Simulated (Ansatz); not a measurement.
# InGa5P6: the cost of one run

Computed with Ansatz 0.2.0 (DFT PBE, scalar-relativistic, plane waves, PAW, unless a step names another level, unless a step's input says otherwise).

1 further run of the same task is left out (set aside as unsound or not needed).

**1. Starting point**

The structure is tetragonal, space group P-4m2 (No. 115). Conventional cell: a = 3.941 Å, b = 3.941 Å, c = 16.797 Å, α = 90.00°, β = 90.00°, γ = 90.00°. Around In (site symmetry -4m2) lie 4 P at 2.54 Å. Ga (site symmetry 2mm) is surrounded by 4 P at 2.39 to 2.40 Å. Ga (site symmetry 2mm) is surrounded by 4 P at 2.40 Å. Around Ga (site symmetry -4m2) lie 4 P at 2.40 Å. P (site symmetry 2mm) is surrounded by 2 Ga at 2.39 Å and 2 In at 2.54 Å. P (site symmetry 2mm) is surrounded by 4 Ga at 2.40 Å.

As a file:

```
CELL_PARAMETERS angstrom
3.94069 0.00000 0.00000
0.00000 3.94069 0.00000
0.00000 0.00000 16.79714
ATOMIC_POSITIONS crystal
In 0.50000 0.50000 0.50000
Ga 0.00000 0.00000 0.67548
Ga 0.00000 0.00000 0.32452
Ga 0.50000 0.50000 0.16219
Ga 0.00000 0.00000 0.00000
Ga 0.50000 0.50000 0.83781
P 0.50000 0.00000 0.40482
P 0.00000 0.50000 0.24329
P 0.50000 0.00000 0.08109
P 0.00000 0.50000 0.91891
P 0.50000 0.00000 0.75671
P 0.00000 0.50000 0.59518
```

It is the end of an earlier relaxation with the same method, from a generated guess; it is a trial structure. At a tolerance of 0.02 Å it has space group P-4m2 (No. 115); it has 21.74 Å³/atom, an uncorrected energy of -0.39 eV/atom over the elements.

**2. Static run: bands, density of states and charges**

Contents of input.yaml:

```yaml
crystal:
  lattice:
    - [3.9406925254, 0.0, 0.0]
    - [0.0, 3.9406925254, 0.0]
    - [0.0, 0.0, 16.7971378696]
  atoms:
    - { symbol: In, position: [0.5, 0.5, 0.5] }
    - { symbol: Ga, position: [0.0, 0.0, 0.6754849555] }
    - { symbol: Ga, position: [0.0, 0.0, 0.3245150445] }
    - { symbol: Ga, position: [0.5, 0.5, 0.1621912644] }
    - { symbol: Ga, position: [0.0, 0.0, 0.0] }
    - { symbol: Ga, position: [0.5, 0.5, 0.8378087356] }
    - { symbol: P, position: [0.5, 0.0, 0.404823861] }
    - { symbol: P, position: [0.0, 0.5, 0.243293861] }
    - { symbol: P, position: [0.5, 0.0, 0.0810859953] }
    - { symbol: P, position: [0.0, 0.5, 0.9189140047] }
    - { symbol: P, position: [0.5, 0.0, 0.756706139] }
    - { symbol: P, position: [0.0, 0.5, 0.595176139] }
basis:
  ecutwfc: 420
kpoints:
  mp_grid: { grid: [8, 8, 2] }
  band_path:
    path:
      - [[0.0, 0.0, 0.0], [0.0, 0.5, 0.0], [0.5, 0.5, 0.0], [0.0, 0.0, 0.0], [0.0, 0.0, 0.5], [0.0, 0.5, 0.5], [0.5, 0.5, 0.5], [0.0, 0.0, 0.5]]
      - [[0.0, 0.5, 0.0], [0.0, 0.5, 0.5]]
      - [[0.5, 0.5, 0.0], [0.5, 0.5, 0.5]]
    npoints: 10
hamiltonian:
  xc: pbe
scf:
  occupations: { method: gaussian, width: 0.02 }
  n_extra_bands: 30
output:
  forces: true
  stress: true
  eigenvalues: true
  populations: true
  dos: { projected: true, de: 0.02, nscf_kmesh: { grid: [12, 12, 3] } }
  bader: false
  write_density: true
  write_potential: true
  elf: true
  volumetric_format: npy
```

Run with:

```
$ ansatz run input.yaml --threads 1 --pin off --max-ram 2560MiB --backend cpu --events-out ev --progress --plain --runs-dir out
```

Q: Estimate wall time and peak memory on 1 thread of Intel Xeon at 2.50GHz (Skylake/Cascade Lake), shared host.

About 8.8 min, with a peak of 1.4 GiB.
